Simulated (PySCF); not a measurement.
# WO2F2: shape and bonding

What shape and bonds does WO2F2 have? It is relaxed from a template within its point group. The structure is generated, not taken from experiment.

The runs use PySCF 2.14.0; r2SCAN, W def2-SVP with ECP60, O def2-SVP, F def2-SVP; scalar-relativistic core potentials, no spin–orbit coupling.

4 further runs of the same task are left out: 2 for a known fault of the program, 1 that didn't finish, 1 set aside as unsound or not needed.

## 1. The starting structure

5 atoms, charge 0, spin multiplicity 1.

Bond lengths: W1–O2 1.510 Å, W1–O3 1.510 Å, W1–F4 1.737 Å, W1–F5 1.737 Å. Angles: O2–W1–O3 109.5°, O2–W1–F4 109.5°, O2–W1–F5 109.5°, O3–W1–F4 109.5°, O3–W1–F5 109.5°, F4–W1–F5 109.5°.

As a file:

```tsv
atom	x (Å)	y (Å)	z (Å)
W1	0.0000	0.0000	0.0000
O2	0.8716	0.8716	0.8716
O3	-0.8716	-0.8716	0.8716
F4	1.0030	-1.0030	-1.0030
F5	-1.0030	1.0030	-1.0030
```

Formal oxidation states: W +6.

## 2. SCF at the start, singlet

Contents of run.py (the lines that set the calculation):

```python
mol = gto.M(atom='''
W      0.00000     0.00000     0.00000
O      0.87160     0.87160     0.87160
O     -0.87160    -0.87160     0.87160
F      1.00300    -1.00300    -1.00300
F     -1.00300     1.00300    -1.00300''',
    basis={'W': 'def2-SVP', 'O': 'def2-SVP', 'F': 'def2-SVP'},
    ecp={'W': 'def2-SVP'},
    charge=0, spin=0)
mf = dft.RKS(mol, xc='R2SCAN')
mf.grids.atom_grid = (50, 194)
mf = mf.density_fit()  # fitting sets: W def2-universal-JKFIT, O def2-universal-JKFIT, F def2-universal-JKFIT
mf.conv_tol = 1e-08; mf.max_cycle = 55
mf.kernel(dm0)  # dm0: free metal ions and neutral atoms
```

Launch:

```bash
$ OMP_NUM_THREADS=2 python run.py
```

The program printed:

```text
init E= -427.581983913735
  HOMO = -0.267127358771967  LUMO = 0.00217643951519038  gap/eV = 7.32813
cycle= 1 E= -416.491858457172  delta_E= 11.1  |g|=  1.6  |ddm|=  3.6
  HOMO = -0.234453072635471  LUMO = -0.0621526904283897  gap/eV = 4.68853
cycle= 2 E= -415.877725727836  delta_E= 0.614  |g|= 2.41  |ddm|=  2.5
  HOMO = -0.344370448074191  LUMO = -0.0505139133529795  gap/eV = 7.99624
cycle= 3 E= -416.849557373055  delta_E= -0.972  |g|= 0.534  |ddm|= 1.66
  HOMO = -0.295276679139569  LUMO = -0.060417319746815  gap/eV = 6.39085
cycle= 4 E= -416.882897062262  delta_E= -0.0333  |g|= 0.306  |ddm|= 0.564
  HOMO = -0.305317477655684  LUMO = -0.0447815548155219  gap/eV = 7.08954
cycle= 5 E= -416.900342929222  delta_E= -0.0174  |g|= 0.0338  |ddm|= 0.256
  HOMO = -0.309327441915549  LUMO = -0.0504729103593071  gap/eV = 7.04379
cycle= 6 E= -416.900582287567  delta_E= -0.000239  |g|= 0.00703  |ddm|= 0.0432
  HOMO = -0.30823479538185  LUMO = -0.0497836431941359  gap/eV = 7.03281
cycle= 7 E= -416.900592808731  delta_E= -1.05e-05  |g|= 0.000936  |ddm|= 0.00703
  HOMO = -0.308281752382161  LUMO = -0.0497902403149162  gap/eV = 7.03391
cycle= 8 E= -416.900592986575  delta_E= -1.78e-07  |g|= 0.000127  |ddm|= 0.000707
  HOMO = -0.308289360369418  LUMO = -0.0497877644918674  gap/eV = 7.03419
cycle= 9 E= -416.900592989461  delta_E= -2.89e-09  |g|= 2.07e-05  |ddm|= 8.42e-05
  HOMO = -0.30829104645769  LUMO = -0.0497868360405889  gap/eV = 7.03426
Extra cycle  E= -416.900592989316  delta_E= 1.45e-10  |g|= 3.45e-05  |ddm|= 3.94e-05
converged SCF energy = -416.900592989316
```

Wall time 2.7 s (2 threads of Arm Neoverse V2, shared host); peak memory 0.39 GiB.

It gives: E = -416.900593 Eh, HOMO -8.39 eV, LUMO -1.35 eV, Mulliken charge on W1 +1.19 e. 

## 3. Relaxation, singlet

Steps are kept in the start's point group, C2v.

Contents of run.py (the lines that set the calculation):

```python
mol = gto.M(atom='''
W      0.00000     0.00000     0.04028
O      0.87160     0.87160     0.91188
O     -0.87160    -0.87160     0.91188
F      1.00300    -1.00300    -0.96272
F     -1.00300     1.00300    -0.96272''',
    basis={'W': 'def2-SVP', 'O': 'def2-SVP', 'F': 'def2-SVP'},
    ecp={'W': 'def2-SVP'},
    charge=0, spin=0)
mf = dft.RKS(mol, xc='R2SCAN')
mf.grids.atom_grid = (50, 194)
mf = mf.density_fit()  # fitting sets: W def2-universal-JKFIT, O def2-universal-JKFIT, F def2-universal-JKFIT
mf.conv_tol = 1e-08; mf.max_cycle = 55
mf.kernel(dm0)  # dm0: an SCF of this state at this start
# quasi-Newton relaxation in Cartesian coordinates to a largest gradient under 0.00045 Eh/bohr, steps kept in the point group
```

Launch:

```bash
$ OMP_NUM_THREADS=2 python run.py
```

The driver keeps no SCF log for this step, only its results.

It took 19 s on 2 threads of Arm Neoverse V2, shared host.

The steps of the relaxation:

```tsv
step	energy from step 1 (eV)	largest force component (eV/Å)
1	0.0000	18.1846
2	-3.9017	6.8731
3	-4.2362	1.0457
4	-4.2600	0.1986
5	-4.2632	0.1090
6	-4.2633	0.0338
7	-4.2633	0.0137
```

Close pairs (by a distance rule), those that changed most:

```tsv
bond	before (Å)	after (Å)	change (Å)
W1–O2	1.510	1.704	+0.195
W1–O3	1.510	1.704	+0.195
W1–F4	1.737	1.862	+0.124
W1–F5	1.737	1.862	+0.124
```

It ends in C2v at E = -417.057265 Eh.

```tsv
atom	x (Å)	y (Å)	z (Å)
W1	0.0000	0.0000	-0.0249
O2	0.9611	0.9611	1.0033
O3	-0.9611	-0.9611	1.0033
F4	1.1118	-1.1118	-1.0215
F5	-1.1118	1.1118	-1.0215
```

## 4. Properties on a finer grid

Contents of run.py (the lines that set the calculation):

```python
mol = gto.M(atom='''
W      0.00000     0.00000    -0.02494
O      0.96115     0.96115     1.00331
O     -0.96115    -0.96115     1.00331
F      1.11177    -1.11177    -1.02153
F     -1.11177     1.11177    -1.02153''',
    basis={'W': 'def2-SVP', 'O': 'def2-SVP', 'F': 'def2-SVP'},
    ecp={'W': 'def2-SVP'},
    charge=0, spin=0)
mf = dft.RKS(mol, xc='R2SCAN')
mf.grids.atom_grid = (75, 302)
mf = mf.density_fit()  # fitting sets: W def2-universal-JKFIT, O def2-universal-JKFIT, F def2-universal-JKFIT
mf.conv_tol = 1e-09; mf.max_cycle = 55
mf.kernel(dm0)  # dm0: the density of the relaxed state
```

Launch:

```bash
$ OMP_NUM_THREADS=2 python run.py
```

The program printed:

```text
init E= -417.057846374001
  HOMO = -0.312524539660657  LUMO = -0.123736914614313  gap/eV = 5.13717
cycle= 1 E= -417.057846763935  delta_E= -3.9e-07  |g|= 0.00134  |ddm|= 0.00398
  HOMO = -0.312481685412493  LUMO = -0.123623594990263  gap/eV = 5.13909
cycle= 2 E= -417.057843434625  delta_E= 3.33e-06  |g|= 0.00425  |ddm|= 0.00372
  HOMO = -0.312440119984824  LUMO = -0.123634284794464  gap/eV = 5.13767
cycle= 3 E= -417.057846924485  delta_E= -3.49e-06  |g|= 0.000936  |ddm|= 0.00328
  HOMO = -0.31245266274534  LUMO = -0.123647143991292  gap/eV = 5.13766
cycle= 4 E= -417.057847085449  delta_E= -1.61e-07  |g|= 0.000226  |ddm|= 0.000725
  HOMO = -0.312473747052888  LUMO = -0.123667125379639  gap/eV = 5.13769
cycle= 5 E= -417.057847095948  delta_E= -1.05e-08  |g|= 2.04e-05  |ddm|= 0.000189
  HOMO = -0.31247039192268  LUMO = -0.123665797317886  gap/eV = 5.13763
cycle= 6 E= -417.0578470959  delta_E= 4.88e-11  |g|= 2.49e-05  |ddm|= 2.67e-05
  HOMO = -0.312475152932599  LUMO = -0.12366267885586  gap/eV = 5.13785
Extra cycle  E= -417.057847093867  delta_E= 2.03e-09  |g|= 0.000104  |ddm|= 8.65e-05
converged SCF energy = -417.057847093867
```

Run time: 15 s. Hardware: 2 threads of Arm Neoverse V2, shared host.

Result: E = -417.057847 Eh, HOMO -8.50 eV, LUMO -3.37 eV, Mulliken charge on W1 +1.32 e, largest force component 0.022 eV/Å. 

Löwdin charges:

```tsv
atom	value (e)
W1	0.52
O2	-0.13
O3	-0.13
F4	-0.13
F5	-0.13
```

Mulliken charges: W1 +1.32, O2 -0.34, O3 -0.34, F4 -0.32, F5 -0.32 e.

Contacts (the nearest donor of each ligand) and Mayer bond orders:

```tsv
contact	distance (Å)	bond order
W1–O2 (O)	1.704	2.11
W1–O3 (O)	1.704	2.11
W1–F4 (F)	1.862	1.02
W1–F5 (F)	1.862	1.02
```

Mulliken populations of W1 outside the core potential: s 2.35, p 6.32, d 3.79, f 0.23.

Orbitals, density, ELF and potential are computed afterwards from the orbital file.

Frontier orbitals at r2SCAN, with the share of their density that lies nearest to each atom:

```tsv
orbital	energy (eV)	lies on
HOMO	-8.50	O2, O3 about 49 % each
LUMO	-3.37	W1 57 %; O2, O3 about 11 % each; F4, F5 about 10 % each
```

ELF in a plane through or near 3 of the atoms.

Ten even steps from ' ' (0.00) to '@' (0.86):
```
                                                        
                                                        
                                                        
                                                        
                                                        
                          ....                          
                        ........                        
                        ::::::::                        
                      --##%%%%##--                      
          ..::::--....++@@****@@++....--::::..          
          ==**##%%**--==%%****%%==--**%%##**==          
        ..++%%@@@@@@**::**@@@@**::**@@@@@@%%++..        
        ..**@@@@--**%%**::----::**%%**--@@@@**..        
        ..++%%@@@@@@@@##--....--##@@@@@@@@%%++..        
          --**%%@@@@%%++::    ::++%%@@@@%%**--          
          ..::==++++==::        ::==++++==::..          
              ..::::..            ..::::..              
                                                        
                                                        
                                                        
```
The map spans 8.3 Å across and 7.2 Å up, centred on the molecule. Atoms in the plane (x, y in Å): W1 (0.0, 0.0), F4 (1.6, -1.0), F5 (-1.6, -1.0).

On the surface of density 0.002 e/bohr³ the electrostatic potential runs, from the 1st to the 99th percentile, from -0.96 V near O2 to 3.74 V near W1.

## 5. Outcome

```
             quantity                         value
state and point group                  singlet, C2v
metal–ligand contacts                1.70 to 1.86 Å
      frontier levels  HOMO -8.50 eV, LUMO -3.37 eV
               dipole                        1.74 D
  mean polarisability                        5.1 Å³
```

In words: The metal carries +0.52 e by Löwdin's partition against a formal +6, and bond orders to the nearest donors reach 2.11. Both measures hang on the basis. No vibrations are shown for the final structure, so this session doesn't show it to be a minimum. One start shape was tried, so another isomer may lie lower. These are double-zeta-type bases without diffuse functions. Spin–orbit coupling is left out.
